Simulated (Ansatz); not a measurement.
This script drives Ansatz 0.2.0 through its Python package.

`nc_paw_vpt.py`
```python
import ansatz
import numpy as np
from pymatgen.core import Lattice, Structure
from pymatgen.io.ase import AseAtomsAdaptor


def count_gap(report):
    # lowest empty less highest filled band, counting bands; zero where they overlap
    return max(report.get('gap_by_band_count_ev') or 0.0, 0.0)


def main() -> None:
    pmg_structure = Structure(
        Lattice([[2.694077, 0.0, 0.0], [0.0, 2.694077, 0.0], [0.0, 0.0, 3.88]]),
        ['V', 'Pt'],
        [
            [0.5, 0.5, 0.5],
            [0.0, 0.0, 0.0],
        ],
    )
    cell = ansatz.Crystal.from_ase(AseAtomsAdaptor.get_atoms(pmg_structure)).moments(V=2.0)

    base = (
        cell.calculation()
        .functional('lda')
        .kpoints(11, 11, 8)
        .occupations('fermi_dirac')
        .spin(ansatz.SpinTreatment.COLLINEAR)
        .stress()
        .forces()
        .band_table()
    )
    variants = {
        'PAW': base.pseudopotentials('paw'),
        'norm-conserving': base.pseudopotentials('nc'),
    }
    rows = []
    for label, variant in variants.items():
        data = variant.run().report
        levels = np.array(data['eigenvalues_ev'][0]) - data['fermi_energy_ev']
        print(label, 'levels at the first k-point near E_F:', np.round(levels[np.abs(levels) < 5], 3))
        rows.append((label, data['n_electrons'], np.trace(data['stress_gpa']) / 3, count_gap(data), data['magnetization_mub']))
    print('     treatment  electrons in bands           P GPa  gap by band count eV      moment muB')
    for row in rows:
        print(f'{str(row[0]):>14s}  {row[1]:18.1f}  {row[2]:14.3f}  {row[3]:20.3f}  {row[4]:14.3f}')


if __name__ == '__main__':
    main()
```

It is started by `python nc_paw_vpt.py`. How long does it take on 1 thread of Arm Neoverse V2 (shared host), and how much memory does it need?

It took about 59 s, with a peak of 0.69 GiB, for 2 runs of the engine.

```console
$ python nc_paw_vpt.py
DeckWarning: basis.ecutwfc = 420 eV, auto-derived from the records' recommended cutoffs: set by V (normal level)
RunWarning: the starting moments were not kept: the SCF closed with an absolute magnetisation of 5.0e-7 μB, where they sum to 2 μB in size (1 site). That is at most 0.1 of that sum. Measured as dr2_m measures the in/out step, that magnetisation stands 6.7e-14 [...]
PAW levels at the first k-point near E_F: [-2.978 -2.978 -1.267 -1.163  0.128  1.999  2.175  2.175  2.221]
DeckWarning: basis.ecutwfc = 1142.878222 eV, auto-derived from the records' recommended cutoffs: set by V (normal level)
norm-conserving levels at the first k-point near E_F: [-2.978 -2.978 -1.264 -1.158  0.129  1.988  2.18   2.18   2.226]
     treatment  electrons in bands           P GPa  gap by band count eV      moment muB
           PAW                31.0         -11.103                 0.000          -0.000
norm-conserving                31.0         -11.345                 0.000          -0.000
```
(Warnings from the package without file and line, shortened, repeats left out.)

PAW gives -11.103 GPa and norm-conserving -11.345 GPa, 0.24 GPa apart. They took 8.6 and 49.2 s of processor time.

Caveats:
- Total energies depend on the potentials; only differences at equal settings carry meaning. A total without «per atom» is that of the whole cell that was run.
- The SCF didn't keep the moments it started from (some shrank, vanished or turned); what is printed is the state reached.
- The mesh is modest for a metal, so energies can be off by several to tens of meV an atom and pressures by half a GPa or more; differences at equal mesh fare better.
- A gap by band count of zero or less means overlapping bands, a metal.
- At these settings the cell as given stands under about -11 GPa, so it isn't at this functional's equilibrium volume.
- The structure is a deposited one; some such entries were measured under pressure or heat, so a shift against it needn't be the functional's error alone.
- Gaps and levels are Kohn-Sham values on a finite set of k-points, without spin-orbit coupling.
- Stress is positive in compression.
